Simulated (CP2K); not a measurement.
AlIn:

```
Al In
1.0
     3.05413    0.00000    0.00000
    -1.52707    2.64496    0.00000
     0.00000    0.00000    5.82802
Al In
1 1
Direct
  0.00000 0.00000 0.00000
  0.00000 0.00000 0.50000
```

The cell was built by a generator and needn't be a form met in nature.

Base run:

```yaml
Program: CP2K 2026.2
Functional: BLYP
Potentials_or_basis: POTENTIAL_UZH Al GTH-PBE-q3, In GTH-PBE-q13; TZVP-MOLOPT-PBE-GTH basis
Density_cutoff: 9184 eV
k_mesh: 10 × 10 × 5
Occupations: fermi-dirac, width 0.05 eV
Spin: no spin polarisation
```

Its results: band gap on the k mesh none (metal or under the smearing width); pressure 4.0 GPa.

Problem. The run is repeated on the same cell with these changes: functional from BLYP to LDA. What comes out?

Solution. Band gap on the k mesh none (metal or under the smearing width); pressure -2.5 GPa.

LDA binds more tightly than BLYP, so the same cell stands under less pressure.

Caveats: the potentials were made for another functional, which shifts forces and pressure; the basis of atomic orbitals isn't converged, which shifts pressures, moduli and gaps.
